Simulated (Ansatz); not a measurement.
**ClFH4O2Si2: an energy map over angle O1–Si2–F4 and angle H10–Si5–Si2**

Aim: map the energy of ClFH₄O₂Si₂, SMILES O[Si](O)(F)[SiH2]Cl over two coordinates, and find its wells, ridges and stiffness.

Program: Ansatz 0.2.0. Level of theory: RKS PBE0-D4/def2-SVP. These are calculated values, not measurements.

## Step 1: The starting structure

SMILES `O[Si](O)(F)[SiH2]Cl`, 10 atoms, charge 0, spin multiplicity 1.

Atoms are counted from 1 here; the program's logs count them from 0.

Bond lengths: O1–Si2 1.656 Å, O1–H7 0.975 Å, Si2–O3 1.668 Å, Si2–F4 1.645 Å, Si2–Si5 2.340 Å, O3–H8 0.973 Å, Si5–Cl6 2.090 Å, Si5–H9 1.504 Å, Si5–H10 1.502 Å. Angles: Si2–O1–H7 115.5°, O1–Si2–O3 107.5°, O1–Si2–F4 111.6°, O1–Si2–Si5 107.9°, O3–Si2–F4 107.8°, O3–Si2–Si5 115.6°, F4–Si2–Si5 106.5°, Si2–O3–H8 116.6°, Si2–Si5–Cl6 108.1°, Si2–Si5–H9 110.3°, Si2–Si5–H10 112.1°, Cl6–Si5–H9 108.4°, Cl6–Si5–H10 109.2°, H9–Si5–H10 108.7°.

Geometry (Å):

```
O    -1.3678    0.7479   -1.2521
Si   -0.2898   -0.3364   -0.6159
O     1.0293   -0.3891   -1.6352
F    -0.9273   -1.8508   -0.5385
Si    0.1614    0.3085    1.5883
Cl    1.2641    2.0826    1.5314
H    -1.4063    0.7792   -2.2259
H     1.6454   -1.1326   -1.5118
H     0.9863   -0.7419    2.2801
H    -1.0954    0.5327    2.3796
```

This geometry comes from a loose relaxation at PBE in a small basis, which is not shown.

## Step 3: Setting up the map

The axes are (1) angle O1–Si2–F4: 9 values from 76.3 to 146.3 °; (2) angle H10–Si5–Si2: 9 values from 66.9 to 156.9 °.

Nothing else is relaxed (all other coordinates rigid). Energies count from the relaxed molecule at the same level.

(The set-up runs are not shown.)

## Step 4: The run at angle O1–Si2–F4 = 111.3°, angle H10–Si5–Si2 = 111.9°

Contents of input.yaml:

```yaml
crystal:
  periodic: [false, false, false]
  atoms:
    - { symbol: O, position_ang: [-1.340115, 0.743886, -1.255548] }
    - { symbol: Si, position_ang: [-0.286554, -0.332678, -0.610076] }
    - { symbol: O, position_ang: [1.023932, -0.416331, -1.608221] }
    - { symbol: F, position_ang: [-0.93758, -1.822453, -0.531014] }
    - { symbol: Si, position_ang: [0.163379, 0.305925, 1.584819] }
    - { symbol: Cl, position_ang: [1.197991, 2.105162, 1.532159] }
    - { symbol: H, position_ang: [-1.368284, 0.814748, -2.215766] }
    - { symbol: H, position_ang: [1.611424, -1.173958, -1.534504] }
    - { symbol: H, position_ang: [1.023698, -0.709177, 2.261271] }
    - { symbol: H, position_ang: [-1.085343, 0.487249, 2.37813] }
basis:
  gaussian: { orbitals: def2-SVP }
hamiltonian:
  xc: pbe0
  dispersion: d4
output:
  forces: true
```

On the command line:

```console
$ ansatz run input.yaml --threads 1 --pin off --max-ram 2560MiB --backend cpu --events-out ev --progress --plain --runs-dir out
```

The session goes on with these runs: the other points that were computed.

**Question.** What will these runs give? Wanted: lowest point; highest computed point; largest force on an atom.

As calculated:

```
                       quantity                                                                                                                                                  value
                   lowest point                                                                                         angle O1–Si2–F4 = 111.3°, angle H10–Si5–Si2 = 111.9°, 0 kJ/mol
         highest computed point                                                                       angle O1–Si2–F4 = 76.3°, angle H10–Si5–Si2 = 156.9°, 295 kJ/mol above the lowest
largest force on an atom (eV/Å)  0.01 at angle O1–Si2–F4 = 111.3°, angle H10–Si5–Si2 = 111.9° to 5.36 at angle O1–Si2–F4 = 76.3°, angle H10–Si5–Si2 = 100.6°; 0.01 at the lowest point
        time for the whole task                                                                                                                       8.3 min on 1 thread, shared host
```

The lowest computed point is at angle O1–Si2–F4 = 111.3°, angle H10–Si5–Si2 = 111.9°, 0 kJ/mol from the relaxed molecule at the same level. No other kind of well shows on this grid. The highest computed point, angle O1–Si2–F4 = 76.3°, angle H10–Si5–Si2 = 156.9°, lies 295 kJ/mol above the lowest. Round the minimum the two coordinates are nearly uncoupled.
